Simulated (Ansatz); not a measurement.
**AlIn3: a trial structure relaxed**

The task: take a trial cell of AlIn3 to zero force and stress.

Method: DFT PBE, scalar-relativistic, plane waves, PAW, in Ansatz 0.2.0.

1 further run of the same task is left out (it didn't finish).

## Step 1: The structure to begin with

Symmetry: Fd-3m, No. 227, cubic system. Conventional cell: a = 9.475 Å, b = 9.475 Å, c = 9.475 Å, α = 90.00°, β = 90.00°, γ = 90.00°. Al (site symmetry -43m) is surrounded by 16 In at 3.93 to 4.10 Å and 4 Al at 4.10 Å. Around In (site symmetry -43m) lie 4 In at 2.05 Å. In (site symmetry -3m) is surrounded by 2 In at 2.05 Å.

Structure file:

```cif
data_structure
_symmetry_space_group_name_H-M 'P 1'
_symmetry_Int_Tables_number 1
_cell_length_a 6.7000
_cell_length_b 6.7000
_cell_length_c 6.7000
_cell_angle_alpha 60.000
_cell_angle_beta 60.000
_cell_angle_gamma 60.000
_cell_volume 212.67
loop_
_atom_site_label
_atom_site_type_symbol
_atom_site_fract_x
_atom_site_fract_y
_atom_site_fract_z
_atom_site_occupancy
Al1 Al 0.00000 0.00000 0.00000 1
Al2 Al 0.25000 0.25000 0.25000 1
In1 In 0.50000 0.50000 0.50000 1
In2 In 0.75000 0.75000 0.75000 1
In3 In 0.62500 0.62500 0.62500 1
In4 In 0.62500 0.62500 0.12500 1
In5 In 0.62500 0.12500 0.62500 1
In6 In 0.12500 0.62500 0.62500 1
```

Recipe of the guess: random cell by space group and Wyckoff sites (Fd-3m, No. 227). Lengths come from tabulated atomic sizes and are only a guess.

## Step 2: A first look at the guess

input.yaml reads:

```yaml
crystal:
  lattice:
    - [0.0, 4.73758957, 4.73758957]
    - [4.73758957, 0.0, 4.73758957]
    - [4.73758957, 4.73758957, 0.0]
  atoms:
    - { symbol: Al, position: [0.0, 0.0, 0.0] }
    - { symbol: Al, position: [0.25, 0.25, 0.25] }
    - { symbol: In, position: [0.5, 0.5, 0.5] }
    - { symbol: In, position: [0.75, 0.75, 0.75] }
    - { symbol: In, position: [0.625, 0.625, 0.625] }
    - { symbol: In, position: [0.625, 0.625, 0.125] }
    - { symbol: In, position: [0.625, 0.125, 0.625] }
    - { symbol: In, position: [0.125, 0.625, 0.625] }
basis:
  ecutwfc: 420
kpoints:
  mp_grid: { grid: [4, 4, 4] }
hamiltonian:
  xc: pbe
scf:
  occupations: { method: gaussian, width: 0.1 }
  lower_state_search: "off"
output:
  forces: true
  stress: true
  eigenvalues: true
```

On the command line:

```bash
$ ansatz run input.yaml --threads 1 --pin off --max-ram 2560MiB --backend cpu --events-out ev --progress --plain --runs-dir out
```

The log of the run, cut to the lines that bear on the results:

```text
Warning: RAYON_NUM_THREADS=1 ignored (pool sized by the plan → 1); use --threads N
[...]
Pseudopotentials: kind: paw
Pseudopotential: Al, paw, valence charge 3, recommended cutoff 420 eV (normal), Al.paw.azcp
Pseudopotential: In, paw, valence charge 13, recommended cutoff 420 eV (normal), In.paw.azcp
Functional definition: PBE
[...]
Crystal: 8 atoms, lattice volume = 212.668 Å³
Basis set: ecut = 420 eV, 4111 PW (Γ), exchange–correlation on 90×90×90 points (8 copies of the dense FFT grid, shifted against one another)
Bands: 51, of which v1, the nominal top of the filled ones, is band 42 counted from 1 (41 counted from 0)
Symmetry: 48 space group operations
Space group: Fd-3m (ITA 227), of the structure as read, at distance tolerance 6.0e-5 Å
[...]
Entropy (-TS):   -0.010004 eV (-1.250 meV/atom)
Fermi energy:    8.654815 eV
[...]
--- Forces (eV/Å), atoms counted from 1 ---
  atom   1  Al    -0.00000000    -0.00000000    -0.00000000
  atom   2  Al    -0.00000000     0.00000000     0.00000000
  atom   3  In     0.00000000     0.00000000    -0.00000000
  atom   4  In    -0.00000000    -0.00000000    -0.00000000
  atom   5  In     0.00000000     0.00000000     0.00000000
  atom   6  In     0.00000000    -0.00000000     0.00000000
  atom   7  In     0.00000000     0.00000000    -0.00000000
  atom   8  In     0.00000000     0.00000000     0.00000000
[...]
--- Stress (GPa, compression-positive) ---
       67.981610      -0.000000       0.000000
        0.000000      67.981610       0.000000
        0.000000       0.000000      67.981610
  P = ⅓ Tr σ = 67.9816 GPa (679.816 kbar)
--- Band table (eV; the first three rows and the last of 8) ---
[...]
```

Wall time 4.8 s (1 thread of Intel Xeon 6975P-C (Granite Rapids), shared host); peak memory 0.5 GiB.

Read-out: pressure 68.0 GPa, largest force 0.00 eV/Å, gap on this mesh none (metal). A cheap, loose relaxation comes first.

## Step 3: A loose first relaxation

input.yaml: that of step 2 with these lines changed.

```diff
@@ -27 +27,6 @@
   eigenvalues: true
+relax:
+  adjacent_minimum: "off"
+  f_tol: 0.04
+  max_steps: 70
+  cell: { stress_tol: 0.4 }
```

On the command line:

```bash
$ ansatz run input.yaml --threads 1 --pin off --max-ram 2560MiB --backend cpu --events-out ev --progress --plain --runs-dir out
```

The log of the run:

```text
Warning: RAYON_NUM_THREADS=1 ignored (pool sized by the plan → 1); use --threads N
Engine: ansatz 0.2.0, x86_64-unknown-linux-gnu
[... 4 set-up lines as earlier in the session ...]
  parameter kappa = 0.804
  parameter beta = 0.06672455060314922
  exchange = pbe_x(kappa = kappa, mu = beta*pi^2/3)
  correlation = pbe_c(beta = beta)
Crystal: 8 atoms, lattice volume = 212.668 Å³
Basis set: ecut = 420 eV, 4111 PW (Γ), exchange–correlation on 90×90×90 points (8 copies of the dense FFT grid, shifted against one another)
Bands: 51, of which v1, the nominal top of the filled ones, is band 42 counted from 1 (41 counted from 0)
[... 2 set-up lines as earlier in the session ...]
k-points: 8 of 64
Non-local potential: Al, projectors of the file, l = 0: 2, l = 1: 2, l = 2: 1
Non-local potential: In, projectors of the file, l = 0: 2, l = 1: 2, l = 2: 2, l = 3: 2
PAW form: soft (Blöchl's): semilocal exchange-correlation on the pseudo side does not see the compensation charge
PAW one-centre angular grid: Al, 110 points (default); XC on 64 Gauss nodes
PAW one-centre angular grid: In, 590 points (default); XC on 64 Gauss nodes
Initial density: superposition of atomic densities (neutral atoms: chi_scale 0, normalization atom), corrected by the library's trained network
Initial wavefunctions: pseudopotential atomic-orbital guess
Functional: x = pbe(κ = 0.804, μ = 0.2195149727645171), c = pbe(β = 0.06672455060314922)
SCF iter   1: F=—  HF=-34625.694430 eV  |F-HF|=—  |Δ(HF+E_count)|=         —  Δρ=5.15e-3  dr2=1.02e-1  ethr=1.77e-3  ⟨swp⟩=8.9  Hψ=1976  notcnv=0
preconditioner: auto → Resta (q_TF=auto, 2.337 Å⁻¹)  ε∞=3.3  [insulator: Δε(μ)=0.443 eV  Ē_g=15.425 eV  σ=0.100 eV  W_gap=0.85  n_scr=58 (ndim 8)  ℏωp=23.3 eV  f_vac=0.000  D(μ)=2.10/eV (n_scr^D=14)  ε∞_Penn≈3.3]
SCF iter   2: F=—  HF=-34625.670827 eV  |F-HF|=—  |Δ(HF+E_count)|=   2.36e-2  Δρ=2.70e-3  dr2=1.93e-2  ethr=1.22e-4  ⟨swp⟩=2.4  Hψ=813  notcnv=0
SCF iter   3: F=—  HF=-34625.669383 eV  |F-HF|=—  |Δ(HF+E_count)|=   1.44e-3  Δρ=6.52e-4  dr2=1.21e-3  ethr=2.29e-5  ⟨swp⟩=2.1  Hψ=458  notcnv=0
SCF iter   4: F=—  HF=-34625.669632 eV  |F-HF|=—  |Δ(HF+E_count)|=   2.50e-4  Δρ=1.93e-4  dr2=1.15e-4  ethr=1.44e-6  ⟨swp⟩=2.6  Hψ=684  notcnv=0
SCF iter   5: F=—  HF=-34625.669654 eV  |F-HF|=—  |Δ(HF+E_count)|=   2.13e-5  Δρ=5.09e-5  dr2=5.70e-6  ethr=1.36e-7  ⟨swp⟩=2.1  Hψ=686  notcnv=0
SCF iter   6: F=—  HF=-34625.669597 eV  |F-HF|=—  |Δ(HF+E_count)|=   5.65e-5  Δρ=1.05e-5  dr2=2.98e-7  ethr=6.79e-9  ⟨swp⟩=2.0  Hψ=708  notcnv=0  defer=8
SCF iter   7: F=-34625.669597 eV  HF=-34625.669597 eV  |F-HF|=3.53e-9  |Δ(HF+E_count)|=   7.38e-8  Δρ=2.54e-6  dr2=1.54e-8  ethr=1.19e-10  ⟨swp⟩=11.4  Hψ=1953  notcnv=0
SCF 1 converged in 7 iterations: F = -34625.669597 eV  dr2 = 1.54e-8
relax step   1: F+E_penalty+E_count = -34625.66959716 eV  Δ(F+E_penalty+E_count) = +0.000e0 eV  max|allowed force component| = 1.735e-17 eV/Å  Δτ_max = 0.0000 Å  P = +67.982 GPa  Ω = 212.668 Å³  (7 SCF iters, dr2 threshold 1.00e-7 eV, accepted)
Crystal: 8 atoms, lattice volume = 245.312 Å³
Basis set: ecut = 420 eV, 4813 PW (Γ), exchange–correlation on 90×90×90 points (8 copies of the dense FFT grid, shifted against one another)
Initial density: handed on by an earlier stage of this run
Initial wavefunctions: those handed on with the density
iter 1 solved again at ethr=4.50e-5 eV; its pass at ethr=3.10e-3 eV (dr2=3.78e-2 eV) is discarded
SCF iter   1: F=—  HF=-34636.412538 eV  |F-HF|=—  |Δ(HF+E_count)|=         —  Δρ=4.17e-3  dr2=3.70e-2  ethr=4.50e-5  ⟨swp⟩=1.2  Hψ=2381  notcnv=0
preconditioner: auto → Resta (q_TF=auto, 2.282 Å⁻¹)  ε∞=3.1  [insulator: Δε(μ)=0.239 eV  Ē_g=14.826 eV  σ=0.100 eV  W_gap=0.54  n_scr=58 (ndim 8)  ℏωp=21.7 eV  f_vac=0.000  D(μ)=1.45/eV (n_scr^D=0)  ε∞_Penn≈3.1]
SCF iter   2: F=—  HF=-34636.409317 eV  |F-HF|=—  |Δ(HF+E_count)|=   3.22e-3  Δρ=2.42e-3  dr2=1.15e-2  ethr=4.40e-5  ⟨swp⟩=1.1  Hψ=410  notcnv=0
SCF iter   3: F=—  HF=-34636.408809 eV  |F-HF|=—  |Δ(HF+E_count)|=   5.08e-4  Δρ=2.43e-4  dr2=1.86e-4  ethr=1.37e-5  ⟨swp⟩=2.0  Hψ=531  notcnv=0
SCF iter   4: F=—  HF=-34636.408736 eV  |F-HF|=—  |Δ(HF+E_count)|=   7.36e-5  Δρ=1.08e-4  dr2=2.89e-5  ethr=2.22e-7  ⟨swp⟩=2.0  Hψ=747  notcnv=0
SCF iter   5: F=—  HF=-34636.408743 eV  |F-HF|=—  |Δ(HF+E_count)|=   6.92e-6  Δρ=2.35e-5  dr2=1.35e-6  ethr=3.44e-8  ⟨swp⟩=2.0  Hψ=745  notcnv=0
SCF iter   6: F=-34636.408743 eV  HF=-34636.408743 eV  |F-HF|=1.82e-8  |Δ(HF+E_count)|=   6.60e-7  Δρ=6.55e-6  dr2=1.46e-7  ethr=9.52e-10  ⟨swp⟩=7.2  Hψ=1732  notcnv=0
SCF 2 converged in 6 iterations: F = -34636.408743 eV  dr2 = 1.46e-7
relax step   2: F+E_penalty+E_count = -34636.40874326 eV  Δ(F+E_penalty+E_count) = -1.074e1 eV  max|allowed force component| = 9.837e-17 eV/Å  Δτ_max = 0.0000 Å  P = +40.386 GPa  Ω = 245.312 Å³  energy of the carried Pulay correction = -2.571e-2 eV  (6 SCF iters, dr2 threshold 8.00e-7 eV, accepted)
Crystal: 8 atoms, lattice volume = 281.136 Å³
Basis set: ecut = 420 eV, 5577 PW (Γ), exchange–correlation on 90×90×90 points (8 copies of the dense FFT grid, shifted against one another)
iter 1 solved again at ethr=4.71e-5 eV; its pass at ethr=3.10e-3 eV (dr2=3.96e-2 eV) is discarded
SCF iter   1: F=—  HF=-34643.348323 eV  |F-HF|=—  |Δ(HF+E_count)|=         —  Δρ=3.64e-3  dr2=3.77e-2  ethr=4.71e-5  ⟨swp⟩=1.0  Hψ=2395  notcnv=0
preconditioner: auto → Resta (q_TF=auto, 2.231 Å⁻¹)  ε∞=3.0  [insulator: Δε(μ)=0.283 eV  Ē_g=14.228 eV  σ=0.100 eV  W_gap=0.65  n_scr=58 (ndim 8)  ℏωp=20.3 eV  f_vac=0.000  D(μ)=3.43/eV (n_scr^D=14)  ε∞_Penn≈3.0]
SCF iter   2: F=—  HF=-34643.343695 eV  |F-HF|=—  |Δ(HF+E_count)|=   4.63e-3  Δρ=2.05e-3  dr2=1.05e-2  ethr=4.49e-5  ⟨swp⟩=1.2  Hψ=411  notcnv=0
SCF iter   3: F=—  HF=-34643.342858 eV  |F-HF|=—  |Δ(HF+E_count)|=   8.37e-4  Δρ=2.39e-4  dr2=1.86e-4  ethr=1.25e-5  ⟨swp⟩=2.0  Hψ=506  notcnv=0
SCF iter   4: F=—  HF=-34643.342837 eV  |F-HF|=—  |Δ(HF+E_count)|=   2.18e-5  Δρ=8.88e-5  dr2=2.13e-5  ethr=2.21e-7  ⟨swp⟩=2.0  Hψ=749  notcnv=0
SCF iter   5: F=—  HF=-34643.342844 eV  |F-HF|=—  |Δ(HF+E_count)|=   7.12e-6  Δρ=2.42e-5  dr2=3.48e-6  ethr=2.54e-8  ⟨swp⟩=2.0  Hψ=747  notcnv=0
SCF iter   6: F=-34643.342844 eV  HF=-34643.342844 eV  |F-HF|=1.15e-7  |Δ(HF+E_count)|=   1.69e-7  Δρ=6.84e-6  dr2=1.64e-7  ethr=9.52e-10  ⟨swp⟩=6.6  Hψ=1676  notcnv=0
SCF 3 converged in 6 iterations: F = -34643.342844 eV  dr2 = 1.64e-7
relax step   3: F+E_penalty+E_count = -34643.34284409 eV  Δ(F+E_penalty+E_count) = -6.934e0 eV  max|allowed force component| = 1.151e-16 eV/Å  Δτ_max = 0.0000 Å  P = +23.474 GPa  Ω = 281.136 Å³  energy of the carried Pulay correction = -5.005e-2 eV  (6 SCF iters, dr2 threshold 8.00e-7 eV, accepted)
[... from here on, the SCF cycles and remarks between the steps are left out ...]
relax step   4: F+E_penalty+E_count = -34647.60784328 eV  Δ(F+E_penalty+E_count) = -4.265e0 eV  max|allowed force component| = 1.158e-16 eV/Å  Δτ_max = 0.0000 Å  P = +12.420 GPa  Ω = 320.288 Å³  energy of the carried Pulay correction = -7.299e-2 eV  (6 SCF iters, dr2 threshold 8.00e-7 eV, accepted)
relax step   5: F+E_penalty+E_count = -34649.72401528 eV  Δ(F+E_penalty+E_count) = -2.116e0 eV  max|allowed force component| = 9.324e-17 eV/Å  Δτ_max = 0.0000 Å  P = +3.996 GPa  Ω = 362.916 Å³  energy of the carried Pulay correction = -9.453e-2 eV  (7 SCF iters, dr2 threshold 8.00e-7 eV, accepted)
relax step   6: F+E_penalty+E_count = -34649.99493620 eV  Δ(F+E_penalty+E_count) = -2.709e-1 eV  max|allowed force component| = 7.539e-17 eV/Å  Δτ_max = 0.0000 Å  P = -0.274 GPa  Ω = 387.324 Å³  energy of the carried Pulay correction = -1.055e-1 eV  (6 SCF iters, dr2 threshold 8.00e-7 eV, accepted)
relax step   7: F+E_penalty+E_count = -34651.25579485 eV  Δ(F+E_penalty+E_count) = -1.261e0 eV  max|allowed force component| = 7.217e-17 eV/Å  Δτ_max = 0.0000 Å  P = +4.695 GPa  Ω = 387.324 Å³  stress off target by 4.69e0 GPa  SCF on the basis re-selected at this cell (its energy is not comparable with the rows above)  (8 SCF iters)
relax step   8: F+E_penalty+E_count = -34651.92263416 eV  Δ(F+E_penalty+E_count) = -6.668e-1 eV  max|allowed force component| = 9.266e-17 eV/Å  Δτ_max = 0.0000 Å  P = +2.777 GPa  Ω = 416.589 Å³  energy of the carried Pulay correction = -4.196e-3 eV  (6 SCF iters, dr2 threshold 8.00e-7 eV, accepted)
relax step   9: F+E_penalty+E_count = -34652.44833318 eV  Δ(F+E_penalty+E_count) = -5.257e-1 eV  max|allowed force component| = 9.031e-17 eV/Å  Δτ_max = 0.0000 Å  P = +0.787 GPa  Ω = 467.665 Å³  energy of the carried Pulay correction = -1.183e-2 eV  (6 SCF iters, dr2 threshold 8.00e-7 eV, accepted)
relax step  10: F+E_penalty+E_count = -34652.52215289 eV  Δ(F+E_penalty+E_count) = -7.382e-2 eV  max|allowed force component| = 1.052e-16 eV/Å  Δτ_max = 0.0000 Å  P = -0.019 GPa  Ω = 503.256 Å³  energy of the carried Pulay correction = -1.730e-2 eV  (7 SCF iters, dr2 threshold 8.00e-7 eV, accepted)
iter 1 solved again at ethr=3.11e-7 eV; its pass at ethr=3.10e-3 eV (dr2=2.61e-4 eV) is discarded
SCF iter   1: F=—  HF=-34652.537250 eV  |F-HF|=—  |Δ(HF+E_count)|=         —  Δρ=8.91e-5  dr2=2.08e-5  ethr=3.11e-7  ⟨swp⟩=3.5  Hψ=2368  notcnv=0
preconditioner: auto → LDOS  [metal: Δε(μ)=0.008 eV  Ē_g=12.612 eV  σ=0.100 eV  W_gap=0.04  n_scr=64 (ndim 8)  ℏωp=15.2 eV  f_vac=0.108  D(μ)=15.67/eV (n_scr^D=112)  β→1.0]
SCF iter   2: F=—  HF=-34652.537660 eV  |F-HF|=—  |Δ(HF+E_count)|=   4.10e-4  Δρ=1.92e-5  dr2=2.84e-6  ethr=2.47e-8  ⟨swp⟩=2.0  Hψ=750  notcnv=0
SCF iter   3: F=—  HF=-34652.537456 eV  |F-HF|=—  |Δ(HF+E_count)|=   2.04e-4  Δρ=1.51e-5  dr2=1.97e-6  ethr=3.38e-9  ⟨swp⟩=2.0  Hψ=746  notcnv=0
SCF iter   4: F=—  HF=-34652.537455 eV  |F-HF|=—  |Δ(HF+E_count)|=   8.45e-7  Δρ=3.80e-6  dr2=3.24e-7  ethr=2.35e-9  ⟨swp⟩=2.0  Hψ=707  notcnv=0
SCF iter   5: F=—  HF=-34652.537455 eV  |F-HF|=—  |Δ(HF+E_count)|=   3.27e-7  Δρ=1.24e-6  dr2=1.49e-8  ethr=3.86e-10  ⟨swp⟩=2.0  Hψ=467  notcnv=0
SCF iter   6: F=-34652.537455 eV  HF=-34652.537455 eV  |F-HF|=1.08e-9  |Δ(HF+E_count)|=   1.70e-8  Δρ=5.19e-7  dr2=1.08e-9  ethr=6.10e-12  ⟨swp⟩=6.4  Hψ=1480  notcnv=0
SCF 11 converged in 6 iterations: F = -34652.537455 eV  dr2 = 1.08e-9
relax step  11: F+E_penalty+E_count = -34652.53745542 eV  Δ(F+E_penalty+E_count) = -1.530e-2 eV  max|allowed force component| = 9.971e-17 eV/Å  Δτ_max = 0.0000 Å  P = +0.011 GPa  Ω = 503.256 Å³  stress off target by 1.10e-2 GPa  SCF on the basis re-selected at this cell (its energy is not comparable with the rows above)  (6 SCF iters)
basis re-selected at this cell: Δ(F+E_penalty+E_count) = -1.530e-2 eV, ΔP = +0.030 GPa vs the last step (what re-selecting the basis moved, of the pressure what is left beyond the Pulay correction that the steps carried, after the strain that the cell walked since its last selection, with what the two solves' SCF thresholds leave and, on support functions, any second-order correction that the steps lacked; it is no measure of the basis error at this ecutwfc). This SCF's stress stands 1.10e-2 GPa from its target on what of the cell is left free (relax.cell.stress_tol is 4.00e-1 GPa) and its largest allowed force component is 9.97e-17 eV/Å (relax.f_tol is 4.00e-2 eV/Å): within both
SCF converged after 6 iterations
Free energy (F): -34652.537455 eV
Harris-Foulkes:  -34652.537455 eV  (|F-HF|=1.08e-9)
Internal energy: -34652.459070 eV  (E = F + TS)
E sigma→0 (E₀):  -34652.498263 eV
Entropy (-TS):   -0.078385 eV (-9.798 meV/atom)
Fermi energy:    1.760911 eV
--- Per-component energies (eV) ---
  E_band       = -831.460497
  E_kinetic    = 1474.556445
  E_local      = -13526.961885  (includes V_loc(G=0)·N_el)
  E_nonlocal   = 2218.043888
  E_hartree    = 5719.680621
  E_xc         = -1359.567094
  E_vxc        = -635.956233  (∫ρ·V_xc dr)
  E_paw        = -25846.281912  (= ΣΔE_a)
  E_vpaw       = -1800.504707  (= ΣTr[D̂ρ^β])
  E_aug_tail   = 0.000149  (compensation charges beyond the density's cutoff)
  E_ewald      = -3331.929282
  E_smearing   = -0.078385  (= −TS)
  E_closure    = -0.000000  (closes the sum)
  Σ components = -34652.537455   (vs F -34652.537455, Δ=0.00e0)
--- Forces (eV/Å), atoms counted from 1 ---
  atom   1  Al    -0.00000000    -0.00000000    -0.00000000
  atom   2  Al     0.00000000     0.00000000     0.00000000
  atom   3  In    -0.00000000    -0.00000000    -0.00000000
  atom   4  In     0.00000000     0.00000000     0.00000000
  atom   5  In     0.00000000     0.00000000    -0.00000000
  atom   6  In    -0.00000000     0.00000000    -0.00000000
  atom   7  In    -0.00000000     0.00000000     0.00000000
  atom   8  In     0.00000000     0.00000000     0.00000000
  max |Σ_I F_I| component: 5.09e-17 eV/Å
--- Stress (GPa, compression-positive) ---
        0.011025      -0.000000       0.000000
       -0.000000       0.011025      -0.000000
       -0.000000      -0.000000       0.011025
  P = ⅓ Tr σ = 0.0110 GPa (0.110 kbar)
--- Band table (eV; the first three rows and the last of 8) ---
  k-point 0: bands = ["-13.6954", "-13.6954", "-13.6954", "-13.4292", "-13.4292", "-13.3805", "-13.2784", "-13.2784", "-13.2784", "-13.2742", "-13.2742", "-13.2726", "-13.2726", "-13.2726", "-13.2491", "-13.2491", "-13.2491", "-13.2081", "-13.2081", "-13.2081", "-12.9806", "-12.9806", "-12.9806", "-12.9167", "-12.9167", "-12.7014", "-12.7014", "-12.5388", "-12.5388", "-12.5388", "-5.8511", "-4.3440", "-3.2542", "-3.2542", "-3.2542", "-2.6802", "-2.4134", "0.0618", "0.0618", "0.0618", "2.1126", "2.1126", "2.1196", "2.1370", "2.1370", "2.1370", "2.5975", "2.5975", "2.5975", "4.2256", "4.2256"]
  k-point 1: bands = ["-13.6920", "-13.6920", "-13.6693", "-13.4394", "-13.4152", "-13.4152", "-13.2805", "-13.2792", "-13.2792", "-13.2773", "-13.2773", "-13.2734", "-13.2734", "-13.2733", "-13.2733", "-13.2726", "-13.2637", "-13.2249", "-13.2249", "-13.2081", "-12.9680", "-12.9680", "-12.8890", "-12.8792", "-12.8792", "-12.7170", "-12.7170", "-12.5810", "-12.5449", "-12.5449", "-5.7640", "-4.7078", "-3.2689", "-3.2689", "-2.8138", "-2.6269", "-2.4493", "-0.1092", "0.1868", "0.1868", "1.6033", "1.7582", "1.7582", "2.4386", "2.4386", "2.5060", "2.7946", "2.7946", "3.0781", "3.4325", "3.7005"]
  k-point 2: bands = ["-13.6885", "-13.6885", "-13.6250", "-13.5133", "-13.3906", "-13.3906", "-13.3216", "-13.3216", "-13.2824", "-13.2779", "-13.2779", "-13.2765", "-13.2765", "-13.2735", "-13.2735", "-13.2727", "-13.2682", "-13.2292", "-13.2292", "-13.2081", "-12.9626", "-12.9626", "-12.8273", "-12.8273", "-12.7770", "-12.7458", "-12.7458", "-12.6571", "-12.5510", "-12.5510", "-5.6305", "-5.0182", "-3.2832", "-3.2832", "-2.7281", "-2.4945", "-2.2049", "-0.4979", "0.3222", "0.3222", "1.8014", "1.8014", "1.9137", "2.0895", "2.0895", "2.1814", "2.9847", "3.2788", "3.2788", "3.4360", "3.4360"]
  k-point 7: bands = ["-13.6812", "-13.6812", "-13.5767", "-13.5767", "-13.3682", "-13.3682", "-13.3450", "-13.3450", "-13.2913", "-13.2913", "-13.2761", "-13.2761", "-13.2745", "-13.2745", "-13.2731", "-13.2731", "-13.2630", "-13.2630", "-13.2282", "-13.2282", "-12.9151", "-12.9151", "-12.7961", "-12.7961", "-12.7835", "-12.7835", "-12.7079", "-12.7079", "-12.5665", "-12.5665", "-5.3674", "-5.3674", "-3.3333", "-3.3333", "-2.5591", "-2.5591", "-1.4609", "-1.4609", "0.7039", "0.7039", "1.7098", "1.7098", "1.7333", "1.7333", "2.6003", "2.6003", "3.0494", "3.0494", "3.1347", "3.1347", "3.2397"]
--- Relaxed structure (9 steps of the walk, 9 accepted, 2 SCFs on fresh bases) ---
  F+E_penalty+E_count = -34652.53745542 eV   max|allowed force component| = 9.971e-17 eV/Å   (the final SCF, on the basis selected at the relaxed cell)
  cell:  # Å, volume = 503.2556 Å³
    - [1.6273343595025404e-33, 6.313248160195102, 6.313248160195102]
    - [6.313248160195102, -4.936140821832714e-34, 6.313248160195102]
    - [6.313248160195102, 6.313248160195102, 2.5222091562833173e-33]
  atoms:
    - { symbol: Al, position: [3.187619234510487e-34, 2.1866669836389066e-34, -3.9026040324294635e-34] }
    - { symbol: Al, position: [0.25, 0.25, 0.25] }
    - { symbol: In, position: [0.5, 0.5, 0.5] }
    - { symbol: In, position: [0.75, 0.75, 0.75] }
    - { symbol: In, position: [0.6250000000000001, 0.6250000000000001, 0.6250000000000001] }
    - { symbol: In, position: [0.6250000000000001, 0.6250000000000001, 0.12499999999999989] }
    - { symbol: In, position: [0.6250000000000001, 0.12499999999999989, 0.625] }
    - { symbol: In, position: [0.12499999999999989, 0.6250000000000001, 0.625] }
```

It took 64 s on 1 thread of Intel Xeon 6975P-C (Granite Rapids), shared host; peak memory 0.75 GiB.

The steps of the relaxation:

```
step  energy from step 1 (eV/cell)  largest force component (eV/Å)  pressure (GPa)  volume (Å³)
   1                        0.0000                          0.0000           67.98       212.67
   2                      -10.7391                          0.0000           40.39       245.31
   3                      -17.6732                          0.0000           23.47       281.14
   4                      -21.9382                          0.0000           12.42       320.29
   5                      -24.0544                          0.0000            4.00       362.92
   6                      -24.3253                          0.0000           -0.27       387.32
   7                      -25.5862                          0.0000            4.69       387.32
   8                      -26.2530                          0.0000            2.78       416.59
   9                      -26.7787                          0.0000            0.79       467.66
  10                      -26.8526                          0.0000           -0.02       503.26
  11                      -26.8679                          0.0000            0.01       503.26
```

Step 1 is the start. Steps 7, 11 each repeat the geometry before them on a plane-wave basis chosen anew, so the energy can jump there without any move.

Lengths and angles in the start's conventional setting:

|  | before | after | change |
| --- | --- | --- | --- |
| a (Å) | 9.475 | 12.626 | +33.3 % |
| b (Å) | 9.475 | 12.626 | +33.3 % |
| c (Å) | 9.475 | 12.626 | +33.3 % |
| volume (Å³/atom) | 26.58 | 62.91 | +136.6 % |
| shortest distance (Å) | 2.051 | 2.734 | +33.3 % |
| space group (0.01 Å) | Fd-3m | Fd-3m | same |

Forces and stress were held to the start's 48 operations: a distortion of lower symmetry was not tested.

[end of part 1 of 2]
